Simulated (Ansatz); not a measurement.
# LuGe3O: the cost of one run

Program: Ansatz 0.2.0. Level of theory: DFT PBE, scalar-relativistic, plane waves, PAW. These are calculated values, not measurements.

### Step 1. The starting structure

The structure is tetragonal, space group P4mm (No. 99). Conventional cell: a = 4.023 Å, b = 4.023 Å, c = 5.420 Å, α = 90.00°, β = 90.00°, γ = 90.00°. Around Lu (site symmetry 4mm) lie 12 Ge at 2.93 to 3.44 Å and 4 O at 3.25 Å. Ge (site symmetry 2mm) is surrounded by 2 O at 2.36 Å. Ge (site symmetry 4mm) has 1 O at 2.27 Å as nearest neighbours. O (site symmetry 4mm) is surrounded by 6 Ge at 2.27 to 3.15 Å and 4 Lu at 3.25 Å.

As a file:

```xyz
5
Lattice="4.0229 0.0000 0.0000 0.0000 4.0229 0.0000 0.0000 0.0000 5.4200" Properties=species:S:1:pos:R:3 pbc="T T T"
Lu    2.0115    2.0115    3.9120
Ge    2.0115    0.0000    1.2886
Ge    0.0000    2.0115    1.2886
Ge    0.0000    0.0000    3.2102
O     0.0000    0.0000    0.0587
```

The cell is invented: species swapped into a database cell of CeSiPt3 (P4mm, No. 99), with Lu on the Ce sites, O on the Si sites and Ge on the Pt sites. The dimensions are guesses.

### Step 2. The guess as it stands, on a coarse mesh

The input, input.yaml:

```yaml
crystal:
  lattice:
    - [4.02294393, 0.0, 0.0]
    - [0.0, 4.02294393, 0.0]
    - [0.0, 0.0, 5.41996977]
  atoms:
    - { symbol: Lu, position: [0.5, 0.5, 0.72177708] }
    - { symbol: Ge, position: [0.5, 0.0, 0.2377544] }
    - { symbol: Ge, position: [0.0, 0.5, 0.2377544] }
    - { symbol: Ge, position: [0.0, 0.0, 0.59229296] }
    - { symbol: O, position: [0.0, 0.0, 0.01082112] }
basis:
  ecutwfc: 420
kpoints:
  mp_grid: { grid: [4, 4, 4] }
hamiltonian:
  xc: pbe
scf:
  occupations: { method: gaussian, width: 0.1 }
  lower_state_search: "off"
output:
  forces: true
  stress: true
  eigenvalues: true
```

Command:

```bash
> ansatz run input.yaml --threads 1 --pin off --max-ram 2560MiB --backend cpu --events-out ev --progress --plain --runs-dir out
```

**Question.** How long does this run take on 1 thread of Arm Neoverse V1, shared host, and how much memory does it need?

About 8.8 s, with a peak of 0.34 GiB.
